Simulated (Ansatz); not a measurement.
# CH5AlBN: rigid torsion scan

The task is a rigid torsion scan, for CH5AlBN.

Computed with the Python package of Ansatz 0.2.0. Level of theory: B3LYP+D4/def2-SVP.

## 1. Starting point

Bond lengths: B1–Al2 1.997 Å, Al2–C3 1.955 Å, C3–N4 1.363 Å, B1–H5 1.209 Å, B1–H6 1.218 Å, Al2–H7 1.619 Å, C3–H8 1.033 Å, N4–H9 1.075 Å. Angles: B1–Al2–C3 119.3°, B1–Al2–H7 120.3°, C3–Al2–H7 120.4°, Al2–B1–H5 122.6°, Al2–B1–H6 123.4°, H5–B1–H6 114.0°, Al2–C3–N4 117.0°, Al2–C3–H8 121.7°, N4–C3–H8 121.0°, C3–N4–H9 114.6°.

The script holds or builds the structure itself.

## 2. The code

The input, ch5albn_torsion.py:

```python
from dataclasses import dataclass
import warnings

import ansatz as az
from ase import Atoms


@dataclass(frozen=True)
class RunConfig:
    basis: str = "def2-SVP"
    xc: str = "b3lyp"
    vdw: str = "d4"
    force_tol: float = 0.02


opts = RunConfig()

warnings.simplefilter("ignore", az.DeckWarning)

atoms = Atoms(["B", "Al", "C", "N", "H", "H", "H", "H", "H"], positions=[
    (-1.0998, 1.2248, -1.3796),
    (0.4178, 0.1364, -0.6724),
    (0.2482, -0.7182, 1.0773),
    (1.3293, -1.411, 1.5351),
    (-2.1253, 1.3912, -0.7612),
    (-1.0671, 1.8029, -2.4513),
    (1.7741, -0.0353, -1.54),
    (-0.585, -0.578, 1.672),
    (1.1964, -1.8593, 2.5031),
])

first = (
    az.Crystal.molecule_from_ase(atoms).calculation()
    .basis(gaussian=opts.basis)
    .functional(opts.xc, dispersion=opts.vdw)
    .relax(force_tolerance=opts.force_tol, max_steps=80)
)
atoms.positions = first.run().report["positions_ang"]

start = atoms.get_dihedral(0, 1, 2, 3)
energies = {}
for turn in range(0, 360, 30):
    turned = atoms.copy()
    turned.set_dihedral(0, 1, 2, 3, start + turn, indices=[2, 3, 7, 8])
    setup = (
        az.Crystal.molecule_from_ase(turned).calculation()
        .basis(gaussian=opts.basis)
        .functional(opts.xc, dispersion=opts.vdw)
    )
    energies[round((start + turn) % 360)] = setup.run().report["free_energy_ev"]
floor = min(energies.values())
print("dihedral B0-Al1-C2-N3 (deg)   E - E(min) (kJ/mol)")
for angle, e in sorted(energies.items()):
    print(f"{angle:8d} {96.485332 * (e - floor):14.3f}  " + "#" * int(30 * (e - floor) / max(max(energies.values()) - floor, 1e-9)))
```

## 3. Launch

Run with:

```sh
$ python ch5albn_torsion.py
```

The log of the run:

```text
dihedral B0-Al1-C2-N3 (deg)   E - E(min) (kJ/mol)
      24          1.048  ######
      54          2.651  ################
      84          2.988  ##################
     114          3.649  #######################
     144          4.401  ###########################
     174          4.563  #############################
     204          4.718  ##############################
     234          4.234  ##########################
     264          3.155  ####################
     294          2.606  ################
     324          1.480  #########
     354          0.000
```

Wall time 2.5 min (1 thread of Arm Neoverse N1, shared host); peak memory 0.23 GiB.

## 4. The relaxation of run 0, step by step

Relaxation path:

```csv
step,energy from step 1 (eV),largest force component (eV/Å)
1,0.0000,5.5283
2,-0.3773,1.9205
3,-0.4265,1.5471
4,-0.4616,1.2272
5,-0.5501,0.2889
6,-0.5872,0.2020
7,-0.6077,0.4269
8,-0.6512,0.0963
9,-0.6749,0.0434
10,-0.6598,0.5338
11,-0.6814,0.0234
12,-0.6841,0.0444
13,-0.6782,0.6379
14,-0.6844,0.0231
15,-0.6845,0.0211
16,-0.6844,0.0326
17,-0.6845,0.0052
```

Step 1 is the start. Steps 10, 13, 16 were tried and not accepted.

Before: Bond lengths: B1–Al2 1.997 Å, Al2–C3 1.955 Å, C3–N4 1.363 Å, B1–H5 1.209 Å, B1–H6 1.218 Å, Al2–H7 1.619 Å, C3–H8 1.033 Å, N4–H9 1.075 Å. Angles: B1–Al2–C3 119.3°, B1–Al2–H7 120.3°, C3–Al2–H7 120.4°, Al2–B1–H5 122.6°, Al2–B1–H6 123.4°, H5–B1–H6 114.0°, Al2–C3–N4 117.0°, Al2–C3–H8 121.7°, N4–C3–H8 121.0°, C3–N4–H9 114.6°.

After: Bond lengths: B1–Al2 2.122 Å, Al2–C3 1.993 Å, C3–N4 1.284 Å, B1–H5 1.212 Å, B1–H6 1.212 Å, Al2–H7 1.588 Å, C3–H8 1.115 Å, N4–H9 1.033 Å. Angles: B1–Al2–C3 121.6°, B1–Al2–H7 122.0°, C3–Al2–H7 116.4°, Al2–B1–H5 123.2°, Al2–B1–H6 122.9°, H5–B1–H6 113.8°, Al2–C3–N4 115.1°, Al2–C3–H8 124.3°, N4–C3–H8 120.6°, C3–N4–H9 111.7°.

Run 0 is this relaxation; the runs after it count from 1.

## 5. The runs side by side

The 12 runs, in the order started:

```csv
run,turn (°),energy from run 7 (eV),SCF cycles,CPU time (s)
1,0,0.0473,16,3.4
2,30,0.0489,16,3.7
3,60,0.0439,15,3.1
4,90,0.0327,15,3.1
5,120,0.0270,15,3.1
6,150,0.0153,16,3.4
7,180,0.0000,16,3.4
8,210,0.0109,16,3.4
9,240,0.0275,15,3.2
10,270,0.0310,15,3.2
11,300,0.0378,15,3.2
12,330,0.0456,15,3.2
```

## 6. Summary of results

| quantity | value |
| --- | --- |
| runs compared | 12 |
| range of energy | 0.049 eV |
| lowest point, turn (°) | 180 |

What this shows: The lowest point lies at a turn of 180°, the highest 0.049 eV (4.7 kJ/mol) above it at 30°. The grid can miss the true lowest and highest points, and the rest of the molecule is held rigid. Run 0: After 13 moves the largest shift is 1.272 Å, of atom 5 (H). So large a move can change the bonding: the results belong to the relaxed structure. The scan is rigid and the energies are electronic, in a modest basis. With rigid groups the curve can differ much from the relaxed path, the start wasn't checked as a minimum of this torsion, and equivalent turns needn't return to the same energy. b3lyp holds the VWN-RPA fit, as in Gaussian; the form of ORCA and Turbomole is b3lyp5.
